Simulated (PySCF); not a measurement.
# TcNH: structure of the quartet

The task is one start of a wider search on TcNH: the quartet, from a PBE0 minimum start. It is relaxed, tested by its Hessian and followed downhill if it is a saddle.

The runs use PySCF 2.14.0; PBE0, basis Tc def2-TZVP with ECP28, N def2-TZVP, H def2-TZVP, scalar-relativistic core potentials, no spin–orbit coupling, density fitting.

### 1 The system as given

3 atoms, charge 0, spin multiplicity 4.

Bond lengths: Tc1–N2 1.612 Å, Tc1–H3 1.692 Å. Angles: N2–Tc1–H3 112.8°.

```xyz
3
charge 0 multiplicity 4
Tc    0.1485    0.0000   -0.1230
N    -1.1632    0.0000    0.8134
H     1.5877    0.0000    0.7668
```

### 2 Finding the electronic state

The steps below are one call of a driver around PySCF. For each, scf.py gives the equivalent set-up of the SCF; relaxations use the driver's own optimiser. After this first run the driver tries any further starts and a stability analysis.

Input file scf.py:

```python
from pyscf import gto, scf, dft
mol = gto.M(atom='''
Tc     0.148503     0.000000    -0.122965
N     -1.163182     0.000000     0.813350
H      1.587710     0.000000     0.766777''',
    basis={'Tc': 'def2-TZVP', 'N': 'def2-TZVP', 'H': 'def2-TZVP'},
    ecp={'Tc': 'def2-TZVP'},
    charge=0, spin=3)
mf = dft.UKS(mol, xc='PBE0')
mf.grids.atom_grid = (50, 194)
aux = {'Tc': 'def2-universal-JKFIT', 'N': 'def2-universal-JKFIT', 'H': 'def2-universal-JKFIT'}
mf = mf.density_fit(auxbasis=aux)
mf.conv_tol = 1e-08
mf.diis_space = 10
mf.max_cycle = 60
mf.init_guess = 'minao'
mf.verbose = 4
mf.kernel()
```

Launch:

```
> OMP_NUM_THREADS=2 python axn.py task.json out
```

Further steps of the session: Relaxation: PBE0 minimum start, quartet; Vibrations and properties at this point.

**Question.** What will these runs give? Wanted: minimum; geometry; wavenumbers; dipole moment; highest occupied, lowest empty level; polar-tensor charge of Tc1; zero-point energy; atomisation energy; ⟨S²⟩.

As calculated:

```
                                          quantity                                      value
                                           minimum                                quartet, Cs
                                          geometry  Tc–H 1.692 Å, Tc–N 1.612 Å; H–Tc–N 112.8°
                                wavenumbers (cm⁻¹)             597 (a'), 1105 (a'), 1862 (a')
                                     dipole moment                                     2.33 D
highest occupied, lowest empty level (either spin)                            -5.70, -3.18 eV
                        polar-tensor charge of Tc1                                    +0.79 e
                                 zero-point energy                                21.3 kJ/mol
                               entropy at 298.15 K                            263.0 J/(mol K)
         atomisation energy (no zero-point energy)                                 725 kJ/mol
                                              ⟨S²⟩                                      3.812
```

**Reading.** The molecule stays Cs, as typed, and the end point is a minimum. In the infrared the band at 1862 cm⁻¹ (a', stretch) leads. Most of the spin sits on Tc1 (Mulliken spin 3.15, against 3 for the whole molecule). Only this shape and spin were tried, so other structures or states may lie lower. Open d and f shells are described by one determinant, and the ground state may have another occupation or spin.
